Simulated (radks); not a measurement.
# He⁺ in 1s0.75 2s0.25: an all-electron calculation

Wanted: eigenvalues, radial structure and energy terms of the helium ion He+.

The numbers are computed with radks (a radial shooting solver on a logarithmic mesh, Libxc functionals) version 1 (scalar-relativistic Kohn-Sham, PBEsol, spin-polarised, spherical densities, point nucleus; open shells are filled with parallel spins first), except any that are marked as measured or tabulated.

**1. Starting point**

| Item | Value |
| --- | --- |
| element | helium (Z = 2) |
| charge | +1 |
| electrons | 1 |
| configuration | 1s0.75 2s0.25 |

**2. The calculation**

The run's settings:

```text
Z 2
configuration 1s0.75 2s0.25 2p0 3s0
relativity scalar-relativistic
functional pbe_sol,pbe_sol
spin polarised
nucleus point
c 137.035999084
```

What does the calculation give?

The runs gave:

```
                        quantity                   value
                    total energy        -1.63633 hartree
exchange-correlation share of it                 27.28 %
                            −T/E                  0.9966
          highest occupied level        2s up, -8.060 eV
    most extended occupied level  2s up, <r> = 3.46 bohr
 radius at density 0.001 e/bohr³               2.56 bohr
    maxima of the radial density                       2
```

What this shows: The radial density shows 2 maxima for 2 occupied principal shells. This is not the tabulated ground configuration, so its levels and sizes aren't those of the ground state, and no measured value stands beside it.
